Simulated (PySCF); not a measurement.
# CH8FNSi: the cost of one run

The runs use PySCF 2.14.0; levels as typed in each script, gas phase, geometry from start geometry of a pair search.

### 1 The starting structure

SMILES `[SiH3]N.CF`, 12 atoms, charge 0, spin multiplicity 1.

Bond lengths: Si1–N2 1.728 Å, Si1–H3 1.461 Å, Si1–H4 1.460 Å, Si1–H5 1.468 Å, N2–H6 1.009 Å, N2–H7 1.009 Å, C8–F9 1.368 Å, C8–H10 1.091 Å, C8–H11 1.091 Å, C8–H12 1.092 Å. Angles: N2–Si1–H3 104.4°, N2–Si1–H4 104.7°, N2–Si1–H5 115.4°, H3–Si1–H4 113.0°, H3–Si1–H5 109.6°, H4–Si1–H5 109.7°, Si1–N2–H6 117.6°, Si1–N2–H7 117.8°, H6–N2–H7 108.9°, F9–C8–H10 108.4°, F9–C8–H11 107.9°, F9–C8–H12 107.7°, H10–C8–H11 111.2°, H10–C8–H12 110.9°, H11–C8–H12 110.6°.

As a file:

```xyz
12
charge 0, multiplicity 1
Si   -2.2001   -0.2759    0.0589
N    -0.9037    0.8539   -0.1127
H    -1.7961   -1.4173   -0.7579
H    -2.2399   -0.5808    1.4860
H    -3.5158    0.2040   -0.3822
H    -0.8922    1.6503    0.5060
H    -0.6660    1.1600   -1.0438
C     2.1499   -0.6262   -0.1108
F     3.0613    0.3599    0.1506
H     1.1542   -0.2438    0.1196
H     2.3973   -1.4861    0.5138
H     2.2340   -0.8836   -1.1682
```

### 2 Binding of the two fragments (PBE/def2-tzvp)

input.py

```python
import numpy as np
from pyscf import gto, scf, dft
from pyscf.scf import atom_ks, atom_hf
from scipy.linalg import block_diag
from pyscf.dispersion import dftd3

def solve(mol, dm0=None, hcore=None):
    mf = (dft.UKS if mol.spin else dft.RKS)(mol, xc='pbe')
    mf.grids.level = 3
    mf = mf.density_fit(auxbasis='def2-universal-jkfit')
    mf.conv_tol, mf.max_cycle = 1e-8, 80
    if hcore is not None:
        mf.get_hcore = lambda *args: hcore
    mf.kernel(dm0)
    if not mf.converged:
        mf = mf.newton().run(mf.mo_coeff, mf.mo_occ, max_cycle=30)
    assert mf.converged, 'SCF not converged'
    return mf

mol = gto.M(atom='''
Si    -2.20005    -0.27586     0.05891
N     -0.90373     0.85388    -0.11273
H     -1.79612    -1.41733    -0.75791
H     -2.23992    -0.58078     1.48601
H     -3.51575     0.20404    -0.38219
H     -0.89224     1.65032     0.50604
H     -0.66598     1.15996    -1.04384
C      2.14994    -0.62624    -0.11077
F      3.06129     0.35995     0.15064
H      1.15416    -0.24381     0.11958
H      2.39731    -1.48606     0.51379
H      2.23404    -0.88363    -1.16822
''', basis='def2-tzvp', charge=0, spin=0, verbose=4)
mol_a = gto.M(atom='''
Si    -2.20005    -0.27586     0.05891
N     -0.90373     0.85388    -0.11273
H     -1.79612    -1.41733    -0.75791
H     -2.23992    -0.58078     1.48601
H     -3.51575     0.20404    -0.38219
H     -0.89224     1.65032     0.50604
H     -0.66598     1.15996    -1.04384
ghost-C      2.14994    -0.62624    -0.11077
ghost-F      3.06129     0.35995     0.15064
ghost-H      1.15416    -0.24381     0.11958
ghost-H      2.39731    -1.48606     0.51379
ghost-H      2.23404    -0.88363    -1.16822
''', basis='def2-tzvp', charge=0, spin=0, verbose=4)
mol_b = gto.M(atom='''
ghost-Si    -2.20005    -0.27586     0.05891
ghost-N     -0.90373     0.85388    -0.11273
ghost-H     -1.79612    -1.41733    -0.75791
ghost-H     -2.23992    -0.58078     1.48601
ghost-H     -3.51575     0.20404    -0.38219
ghost-H     -0.89224     1.65032     0.50604
ghost-H     -0.66598     1.15996    -1.04384
C      2.14994    -0.62624    -0.11077
F      3.06129     0.35995     0.15064
H      1.15416    -0.24381     0.11958
H      2.39731    -1.48606     0.51379
H      2.23404    -0.88363    -1.16822
''', basis='def2-tzvp', charge=0, spin=0, verbose=4)
ab, a, b = solve(mol), solve(mol_a), solve(mol_b)
e_int = ab.e_tot - a.e_tot - b.e_tot
print('counterpoise-corrected interaction energy / kcal/mol', e_int * 627.5095)
def disp(atoms, charge):
    m = gto.M(atom=atoms, charge=charge, basis='sto-3g', spin=None, unit='Bohr', verbose=0)
    return dftd3.DFTD3Dispersion(m, xc='pbe', version='d3bj').get_dispersion()['energy']
e_disp = disp(mol._atom, mol.charge) - disp(mol._atom[:7], mol_a.charge) - disp(mol._atom[7:], mol_b.charge)
print('D3(BJ) part / kcal/mol', e_disp * 627.5095)
# spherically averaged free atoms, for the promolecule
atm = atom_ks.get_atm_nrks(mol, xc='pbe')
pro = block_diag(*[(atm[a[0]][2] * atm[a[0]][3]) @ atm[a[0]][2].T for a in mol._atom])
np.savez('result.npz', e_int=e_int, e_disp=e_disp, dm_a=a.make_rdm1(), dm_b=b.make_rdm1(), c=ab.mo_coeff, occ=ab.mo_occ, eps=ab.mo_energy, pro=pro, d=[f.dip_moment(verbose=0) for f in (ab, a, b)])
```

The run is started by

```console
> OMP_NUM_THREADS=1 python input.py
```

Q: Estimate wall time and peak memory on 1 thread of Intel Xeon 6975P-C (Granite Rapids), shared host.

About 34 s, with a peak of 0.61 GiB.
